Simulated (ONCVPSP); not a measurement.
# Pseudopotential generation for carbon: ONCV, PBEsol

Task: generate the file, and judge it by its errors in other configurations, its logarithmic derivatives, its ghosts and its cutoff.

Method: ONCVPSP 4.0.1, PBEsol, scalar-relativistic.

**1. Starting point**

The settings as typed:

| Quantity | Value |
| --- | --- |
| element | carbon (C, Z = 6) |
| type | optimised norm-conserving Vanderbilt (ONCV) |
| frozen core | [He] |
| valence charge | 4 |
| reference configuration | 2s1 (charge +3) |
| partial waves | 2s: rc 0.85 bohr, ncon 4, nbas 7, qcut 6.5 1/bohr, 2 projectors, debl 2.1 Ha; p scattering state at 0.4 Ha: rc 0.90 bohr, ncon 4, nbas 7, qcut 7.7 1/bohr, 2 projectors, debl 3 Ha; d scattering state at 0.09 Ha: rc 0.65 bohr, ncon 3, nbas 6, qcut 16 1/bohr, 2 projectors, debl 3.3 Ha |
| local potential | polynomial inside 0.65 bohr (lpopt 5, dvloc0 -1 Ha) |
| core correction | Teter function, fcfact 3.75, rcfact 1.05 |

The outer shells as boxes (Hund's rule for the drawing; the calculation is spin-unpolarised):

```
[He] core
2s [↑ ]
```

An earlier all-electron run gives the scale for the radii.

All-electron outer shells of the reference configuration (PBEsol, scalar-relativistic, ld1.x):

| shell | level (eV) | outermost node (bohr) | outermost maximum (bohr) |
| --- | --- | --- | --- |
| 1s | -330.39 | – | 0.18 |
| 2s | -55.83 | 0.37 | 1.09 |
| 2p | -47.78 | – | 0.96 |

**2. Generation**

C.dat

```
# ATOM AND REFERENCE CONFIGURATION
# atsym  z   nc   nv     iexc    psfile
  C 6.00    1    1  -116133      upf
#
#   n    l    f
    1    0    2.00
    2    0    1.00
#
# PSEUDOPOTENTIAL AND OPTIMIZATION
# lmax
    2
#
#   l,   rc,      ep,       ncon, nbas, qcut
    0    0.85    0.00    4    7    6.50
    1    0.90    0.40    4    7    7.70
    2    0.65    0.09    3    6   16.00
#
# LOCAL POTENTIAL
# lloc, lpopt,  rc(5),   dvloc0
    4    5    0.65   -1.00
#
# VANDERBILT-KLEINMAN-BYLANDER PROJECTORs
# l, nproj, debl
    0    2    2.10
    1    2    3.00
    2    2    3.30
#
# MODEL CORE CHARGE
# icmod, fcfact, rcfact
    3    3.75    1.05
#
# LOG DERIVATIVE ANALYSIS
# epsh1, epsh2, depsh
   -4.00    5.00    0.02
#
# OUTPUT GRID
# rlmax, drl
    6.00    0.01
#
# TEST CONFIGURATIONS
# ncnf
    4
# nvcnf
#   n    l    f
    2
    2    0    2.00
    2    1    2.00
#
    2
    2    0    2.00
    2    1    1.00
#
    1
    2    0    2.00
#
    2
    2    0    1.00
    2    1    3.00
#
```

The run is started by

```bash
$ oncvpsp.x < C.dat > C.out
```

**Question.** What will these runs give? Wanted: cutoffs for 1 and 0.1 mHa per electron, occupied waves; bound ghosts; GHOST(+) flags; largest test error; largest phase difference near zero energy, channels read; rms error of d²Exc/dn², without and with the model core; projector energies reset by the program.

As calculated:

| quantity | value |
| --- | --- |
| cutoffs for 1 and 0.1 mHa per electron, occupied waves | 29 Ha and 152 Ha |
| bound ghosts | none found |
| GHOST(+) flags | s at 255 eV, s at 1703 eV, s at 3832 eV (1 near or above the test basis's cutoff) |
| largest test error (AE − PS) | +381 meV, for 2s1 2p3 |
| largest phase difference near zero energy, channels read | 0.000 rad |
| rms error of d²Exc/dn², without and with the model core | 6.75 and 6.54 mHa |
| projector energies reset by the program | p: 0.050, 3.050 Ha |

By total energies transferability is poor: the largest error is 381 meV on 74.3 eV, for 2s1 2p3. It counts as of middling hardness, with 29 Ha needed at the looser tolerance. The tighter tolerance needs 152 Ha, and converged work needs a cutoff nearer that. That counts occupied waves only; other projectors can need more. It is free of bound ghosts as far as tested. Near zero energy the phases of the channels with partial waves agree within 0.001 rad. The program also flags highly localised states, GHOST(+) (s). These are tests on the free atom; a crystal test is still owed.
